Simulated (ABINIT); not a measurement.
BiTe:

```
Bi Te
1.0
     2.42271    1.39875    3.31729
    -2.42271    1.39875    3.31729
     0.00000   -2.79750    3.31729
Bi Te
1 1
Direct
  0.50000 0.50000 0.50000
  0.00000 0.00000 0.00000
```

The cell comes from a database or a generator and needn't be the stable form of this composition.

| Property | Result |
| --- | --- |
| Program | ABINIT 10.8.3 (patched build) |
| Task | relaxation of cell and atoms |
| Functional | RPBE |
| Potentials or basis | JTH PAW PBE v2.0 |
| Cutoff | 707 eV |
| k mesh | 5 × 5 × 5 |
| Occupations | fermi-dirac, width 0.05 eV |
| Spin | no spin polarisation |

At the start: pressure 1.1 GPa; volume 33.72 Å³/atom.

**Question.** How do energy, volume and symmetry change on relaxing?

**Answer.** Over 7 steps the energy falls by 3.5 meV/atom and the volume is 34.79 Å³/atom (+3.1 %); space group R-3m (No. 166, to 0.05 Å).

The path:
| step | energy change (eV) | largest force (eV/Å) | pressure (GPa) | volume (Å³) |
| --- | --- | --- | --- | --- |
| 1 | 0.0000 | 0.0000 | 1.13 | 67.45 |
| 2 | -0.0015 | 0.0000 | 0.96 | 67.68 |
| 3 | -0.0059 | 0.0000 | 0.08 | 69.03 |
| 4 | -0.0061 | 0.0000 | -0.02 | 69.21 |
| 5 | -0.0064 | 0.0000 | -0.10 | 69.46 |
| 6 | -0.0069 | 0.0000 | -0.13 | 69.71 |
| 7 | -0.0070 | 0.0000 | -0.01 | 69.57 |

Final structure:
```
CELL_PARAMETERS angstrom
2.42501 1.40008 3.41513
-2.42501 1.40008 3.41513
0.00000 -2.80016 3.41513
ATOMIC_POSITIONS crystal
Bi 0.50000 0.50000 0.50000
Te 0.00000 0.00000 0.00000
```

Caveat: the PAW data sets were made with another functional, which shifts forces and pressure a little.
